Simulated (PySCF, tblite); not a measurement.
# C5H12B2N radical: geometry, infrared bands and EPR parameters

Aim: predict the infrared bands and EPR parameters of C5H12B2N radical (`[BH]N(BCC=C)CC`).

The runs use tblite 0.8.0 and PySCF 2.14.0, with density-fitted response routines of our own; the level of theory stands in each step. All values are computed, except where a source is named. Atoms are numbered from 0 throughout.

**1. Starting geometry**

20 atoms, charge 0, multiplicity 2; geometry from: force field or distance geometry start.

Bonds of the start (Å): B0–N1 1.50, N1–B2 1.52, B2–C3 1.58, C3–C4 1.49, C4–C5 1.32, N1–C6 1.44, C6–C7 1.53, B0–H8 1.16, B2–H9 1.18, C3–H10 1.11, C3–H11 1.13, C4–H12 1.09, C5–H13 1.09, C5–H14 1.10, C6–H15 1.10, C6–H16 1.12, C7–H17 1.12, C7–H18 1.11, C7–H19 1.12.

**2. Relaxing the molecule with GFN2-xTB**

Job settings and geometry (Å):

```
{"job": {"kind": "relax", "xc": "GFN2-xTB", "basis": "xTB"}, "charge": 0, "multiplicity": 2}
B     -1.079300    -1.497700    -0.572600
N     -0.846400    -0.235800     0.195300
B      0.563900     0.307000     0.084300
C      1.544300    -0.434200    -0.908800
C      2.928500    -0.510500    -0.358800
C      3.280400     0.006500     0.800400
C     -1.885100     0.741900    -0.007700
C     -3.178000     0.081100     0.469900
H     -1.384100    -2.528700    -0.127300
H      0.850200     1.339700     0.585800
H      1.483000     0.078700    -1.892100
H      1.200900    -1.500800    -1.028300
H      3.703400    -1.005800    -0.947300
H      4.324300    -0.090200     1.109400
H      2.560400     0.524900     1.444200
H     -1.689800     1.694500     0.499800
H     -2.026600     0.956300    -1.100700
H     -3.002300    -0.239100     1.524000
H     -4.058900     0.754200     0.381100
H     -3.294100    -0.841000    -0.153700
```

On the command line:

```console
> OMP_NUM_THREADS=1 python probes_run.py task.json out
```

One launch serves the whole session: the jobs run in the order shown.

**Question.** This job is followed by: GFN2-xTB harmonic vibrations, gas phase; UKS B3LYP, pcH-1 on B C H N, non-relativistic, mean-field spin-orbit, GIAO. What will the session give for the following? strongest single infrared mode (GFN2-xTB); zero-point energy (GFN2-xTB); g(iso) (B3LYP); ⟨S²⟩; largest a(iso) (averaged by class); potential on the surface of density 0.002 e/bohr³, 1st and 99th percentile.

The runs gave:

```
                                                                  quantity                  value
                                 strongest single infrared mode (GFN2-xTB)  1272 cm⁻¹, 211 km/mol
                                              zero-point energy (GFN2-xTB)         102.6 kcal/mol
                                                            g(iso) (B3LYP)                2.00193
                                                                      ⟨S²⟩     0.752 (exact 0.75)
                                        largest a(iso) (averaged by class)   11B on B0, 411.0 MHz
potential on the surface of density 0.002 e/bohr³, 1st and 99th percentile     -0.81 V and 0.88 V
```

What this shows: The optimisation took 238 steps and gained 1.341 eV; among the close pairs (by a distance rule), B0–N1 changed most, from 1.495 to 1.401 Å. All 54 modes are real, so the xTB geometry is a minimum. The strongest single mode, at 1272 cm⁻¹, is spread over several atoms, B2, N1, H10, C3 among them. GFN2-xTB is a fitted tight-binding method: band positions and strengths are rough. Its intensities can rank the bands wrongly. B0 carries the largest spin population, 0.97 e. The isotropic g lies 0.4 ppt below the free-electron value. The conformer search (at its own cheap level) found a structure 8.1 kcal/mol lower, so these spectra needn't be the molecule's.
